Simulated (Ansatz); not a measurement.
# Ge: the cost of one run

All numbers below are computed with Ansatz 0.2.0 (DFT PBE, scalar-relativistic, plane waves, PAW).

## (1) The system as given

The cell holds 14 atoms (Ge14): a = 6.680 Å, b = 7.035 Å, c = 6.879 Å, α = 92.79°, β = 92.55°, γ = 89.61°.

14 Ge were thrown into a skewed cell at random, at 0.96 times a reference volume of the solid, and pushed apart as soft spheres.

As a file:

```xyz
14
Lattice="6.6784 0.0216 -0.1503 0.0216 7.0326 -0.1692 -0.1503 -0.1692 6.8753" Properties=species:S:1:pos:R:3 pbc="T T T"
Ge    1.4377    6.0250    5.8483
Ge    3.4342    0.6476    5.6152
Ge    5.5279    5.9336    5.9709
Ge    6.2953    2.3457    2.8976
Ge    2.1085    1.0629    0.8708
Ge    6.3702    5.1977    1.2402
Ge    0.9401    4.6513    3.6421
Ge    5.1355    3.2384    5.9155
Ge    4.0507    3.2714    3.5443
Ge    2.1005    3.2834    5.7867
Ge    1.9351    0.3950    3.7581
Ge    3.8780    5.8466    0.9458
Ge    5.4455    1.0330    0.6902
Ge    4.6322    6.3822    3.7280
```

## (2) Langevin stage at 3000 K

The cutoff is lowered while the worst contacts of the packing are taken out. One k point, a Fermi-Dirac width of 0.259 eV and a fixed cell.

Contents of input.yaml:

```yaml
crystal:
  lattice:
    - [6.678448, 0.021625, -0.150305]
    - [0.021625, 7.032622, -0.169154]
    - [-0.150305, -0.169154, 6.875297]
  atoms:
    - { symbol: Ge, position: [0.2321752235, 0.8771048814, 0.8772807884] }
    - { symbol: Ge, position: [0.5325681436, 0.1104391243, 0.8310826957] }
    - { symbol: Ge, position: [0.8453701535, 0.8629733712, 0.9081712488] }
    - { symbol: Ge, position: [0.9516675961, 0.3414537668, 0.4506518754] }
    - { symbol: Ge, position: [0.3183174337, 0.1534632243, 0.1373948991] }
    - { symbol: Ge, position: [0.9563842069, 0.7414252488, 0.2195292235] }
    - { symbol: Ge, position: [0.1509525738, 0.6741437698, 0.5496249788] }
    - { symbol: Ge, position: [0.7874368246, 0.4794505395, 0.8894029532] }
    - { symbol: Ge, position: [0.6171556466, 0.4762783752, 0.540726655] }
    - { symbol: Ge, position: [0.3323247202, 0.4865634516, 0.8608993319] }
    - { symbol: Ge, position: [0.3020150644, 0.0685903995, 0.5549010903] }
    - { symbol: Ge, position: [0.5818227814, 0.8336799206, 0.1707920842] }
    - { symbol: Ge, position: [0.8176439877, 0.1473048734, 0.1218926772] }
    - { symbol: Ge, position: [0.70368129, 0.9193021157, 0.5802363023] }
  symmetry: { detect: false }
basis:
  ecutwfc: 320
  xc_grid: 1
kpoints:
  mp_grid: { grid: [1, 1, 1], shift: [0.25, 0.25, 0.25] }
hamiltonian:
  xc: pbe
scf:
  occupations: { method: fermi_dirac, width: 0.2585 }
  lower_state_search: "off"
  convergence: { dr2_threshold: 1.0e-05 }
output:
  forces: true
  stress: true
md:
  timestep: 3.0
  n_steps: 24
  ensemble: nvt_langevin
  friction: 0.03
  temperature: 3000.0
  initial_velocities: maxwell_boltzmann
  seed: 6088
```

Command:

```console
ansatz run input.yaml --threads 2 --pin off --max-ram 5120MiB --backend cpu --events-out ev --progress --plain --runs-dir out
```

Q: Estimate wall time and peak memory on 2 threads of Intel Xeon at 2.50GHz (Skylake/Cascade Lake), shared host.

About 83 s, with a peak of 0.47 GiB.
